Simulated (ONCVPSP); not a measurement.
# An ONCV potential for In, from input to tests

Aim: build the potential from the settings below, then test how well it stands in for the atom: other configurations, scattering, ghost states and the plane-wave cutoff that it needs.

The numbers are computed with ONCVPSP 4.0.1.1 (patched build) (PBE, scalar-relativistic, spin-unpolarised reference atom).

### Step 1. The atom and the settings

Typed settings, in words:

* element: indium (In, Z = 49)
* type: optimised norm-conserving Vanderbilt (ONCV)
* frozen core: [Kr] 4d10
* valence charge: 3
* reference configuration: 5s2 5p1
* partial waves: 5s: rc 1.75 bohr, ncon 3, nbas 7, qcut 3 1/bohr, local; 5p: rc 3.00 bohr, ncon 4, nbas 7, qcut 2.4 1/bohr, 3 projectors, debl 2.8 Ha; d scattering state at 0.27 Ha: rc 2.50 bohr, ncon 4, nbas 7, qcut 4.2 1/bohr, 2 projectors, debl 1.1 Ha
* local potential: the s channel
* core correction: Teter function fitted to the true core (icmod 2), fcfact 0.45

### Step 2. Generation

In.dat

```
# ATOM AND REFERENCE CONFIGURATION
# atsym  z   nc   nv     iexc    psfile
  In 49.00    9    2        4      upf
#
#   n    l    f
    1    0    2.00
    2    0    2.00
    2    1    6.00
    3    0    2.00
    3    1    6.00
    3    2   10.00
    4    0    2.00
    4    1    6.00
    4    2   10.00
    5    0    2.00
    5    1    1.00
#
# PSEUDOPOTENTIAL AND OPTIMIZATION
# lmax
    2
#
#   l,   rc,      ep,       ncon, nbas, qcut
    0    1.75    0.00    3    7    3.00
    1    3.00    0.00    4    7    2.40
    2    2.50    0.27    4    7    4.20
#
# LOCAL POTENTIAL
# lloc, lpopt,  rc(5),   dvloc0
    0    5    1.75    0.00
#
# VANDERBILT-KLEINMAN-BYLANDER PROJECTORs
# l, nproj, debl
    0    0    3.40
    1    3    2.80
    2    2    1.10
#
# MODEL CORE CHARGE
# icmod, fcfact, rcfact
    2    0.45    1.00
#
# LOG DERIVATIVE ANALYSIS
# epsh1, epsh2, depsh
   -2.00    5.00    0.02
#
# OUTPUT GRID
# rlmax, drl
    6.00    0.01
#
# TEST CONFIGURATIONS
# ncnf
    4
# nvcnf
#   n    l    f
    2
    5    0    2.00
    5    1    0.00
#
    2
    5    0    1.00
    5    1    0.00
#
    2
    5    0    2.00
    5    1    0.50
#
    2
    5    0    1.00
    5    1    1.00
#
```

Command:

```
$ oncvpsp.x < In.dat > In.out
```

What does the calculation give? Wanted: cutoffs for 1 and 0.1 mHa per electron, occupied waves; bound ghosts; GHOST(+) flags; largest test error; largest phase difference near zero energy, channels read; rms error of d²Exc/dn², without and with the model core.

The runs gave:

| quantity | value |
| --- | --- |
| cutoffs for 1 and 0.1 mHa per electron, occupied waves | 5.8 Ha and 20 Ha |
| bound ghosts | d at -7.11 eV |
| GHOST(+) flags | none at low energy |
| largest test error (AE − PS) | -186 meV, for 5s1 5p0 |
| largest phase difference near zero energy, channels read | 2.612 rad |
| rms error of d²Exc/dn², without and with the model core | 7.74 and 0.90 mHa |

**Reading.** A bound ghost (d) makes it unfit for use: electrons can fall into a state that the atom doesn't have. The worst unpolarised test, 5s1 5p0, is off by 186 meV on 24.6 eV; by total energies transferability rates as poor. The potential is soft on the atom at that tolerance: the looser tolerance needs 5.8 Ha. The tighter tolerance needs 20 Ha, and converged work needs a cutoff nearer that. At the looser tolerance the 5s wave is the slowest; 5p needs 2 Ha. That counts occupied waves only; other projectors can need more. Of the channels read, d scatters worst near zero energy, by up to 2.61 rad. The pseudo curves have a pole with no partner nearby in the atom's: d at -0.24 Ha.
